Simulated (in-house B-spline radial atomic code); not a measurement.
**Gd: isotopes**

Aim: how the levels of Gd shift from isotope to isotope, through nuclear size; the mass enters as a recoil term, given apart.

Method: Dirac-Hartree-Fock, average of configuration, Fermi nucleus, basis-set limit. Code: in-house B-spline radial atomic code version 1.

**1. The atom as given**

| Property | Result |
| --- | --- |
| element | gadolinium (Z = 64) |
| charge | 0 |
| electrons | 64 |
| configuration | 1s2 2s2 2p6 3s2 3p6 3d10 4s2 4p6 4d10 4f-6 4f+1 5s2 5p6 5d-1 6s2 |
| Hamiltonian | Dirac-Coulomb |
| nucleus | Fermi, rms radius 4.979 fm |

In configurations, a minus sign after the shell means j = l − 1/2 and a plus sign j = l + 1/2; the count of electrons follows.

Settings, as recorded:

```ini
Z = 64
electrons = 64.0
configuration = 1s2 2s2 2p6 3s2 3p6 3d10 4s2 4p6 4d10 4f-6 4f+1 5s2 5p6 5d-1 6s2
hamiltonian = dirac
method = hf
spin_polarised = False
nucleus = fermi
rms_radius = 4.9786
mass_number = 145
atomic_mass = 144.921710051
speed_of_light = 137.035999084
```

The reference is known from an earlier run: -11274.470212 hartree (electron-nucleus part -27702.6979, recoil term 0.02749057) in all. Up to eight levels, counted from the top:

| orbital | occupation | energy (eV) | <r> (bohr) |
| --- | --- | --- | --- |
| 4d5/2 | 6 | -163.06 | 0.6423 |
| 5s1/2 | 2 | -60.967 | 1.355 |
| 5p1/2 | 2 | -38.121 | 1.512 |
| 5p3/2 | 4 | -31.960 | 1.609 |
| 4f5/2 | 6 | -20.992 | 0.8273 |
| 4f7/2 | 1 | -17.476 | 0.8487 |
| 5d3/2 | 1 | -6.543 | 2.601 |
| 6s1/2 | 2 | -5.380 | 4.301 |

**2. Mass number 146**

Settings, as recorded:

```ini
Z = 64
electrons = 64.0
configuration = 1s2 2s2 2p6 3s2 3p6 3d10 4s2 4p6 4d10 4f-6 4f+1 5s2 5p6 5d-1 6s2
hamiltonian = dirac
method = hf
spin_polarised = False
nucleus = fermi
rms_radius = 4.9801
mass_number = 146
atomic_mass = 145.918318513
speed_of_light = 137.035999084
```

**3. Mass number 148**

Settings: those of step 2 with these lines changed.

```diff
@@ -7,5 +7,5 @@
 nucleus = fermi
-rms_radius = 4.9801
-mass_number = 146
-atomic_mass = 145.918318513
+rms_radius = 5.008
+mass_number = 148
+atomic_mass = 147.918121414
 speed_of_light = 137.035999084
```

**4. Mass number 150**

Settings: those of step 3 with these lines changed.

```diff
@@ -7,5 +7,5 @@
 nucleus = fermi
-rms_radius = 5.008
-mass_number = 148
-atomic_mass = 147.918121414
+rms_radius = 5.0342
+mass_number = 150
+atomic_mass = 149.918663949
 speed_of_light = 137.035999084
```

**5. Mass number 152**

Settings: those of step 4 with these lines changed.

```diff
@@ -7,5 +7,5 @@
 nucleus = fermi
-rms_radius = 5.0342
-mass_number = 150
-atomic_mass = 149.918663949
+rms_radius = 5.0774
+mass_number = 152
+atomic_mass = 151.919798414
 speed_of_light = 137.035999084
```

**6. Mass number 154**

Settings: those of step 5 with these lines changed.

```diff
@@ -7,5 +7,5 @@
 nucleus = fermi
-rms_radius = 5.0774
-mass_number = 152
-atomic_mass = 151.919798414
+rms_radius = 5.1223
+mass_number = 154
+atomic_mass = 153.920872974
 speed_of_light = 137.035999084
```

Before running: By how much, and in which direction, does each change move the total energy and the levels?

The runs gave:

All values are changes from the reference run; energy changes under 3e-04 eV count as noise.

| change | rms radius (fm) | δ<r²> (fm²) | Δ total energy (eV) | Δ recoil term, not in the total or the levels (eV) | Δ 1s1/2 level (eV) | Δ 6s1/2 level (eV) |
| --- | --- | --- | --- | --- | --- | --- |
| mass number 146 | 4.9801 | +0.015 | +0.01173 | -0.005109 | +0.004872 | below noise |
| mass number 148 | 5.0080 | +0.294 | +0.2303 | -0.01515 | +0.0957 | below noise |
| mass number 150 | 5.0342 | +0.557 | +0.4364 | -0.02494 | +0.1813 | below noise |
| mass number 152 | 5.0774 | +0.994 | +0.778 | -0.03446 | +0.3233 | +2.137e-05 |
| mass number 154 | 5.1223 | +1.451 | +1.135 | -0.04374 | +0.4718 | +3.116e-05 |

**Reading.** The total energy moves by 782 meV for each fm² of δ<r²> (from mass number 154): a larger nucleus binds the s electrons less. For that pair the recoil (mass) term changes by 0.044 eV against 1.1 eV from size, so size rules the shift. The recoil term is approximate.
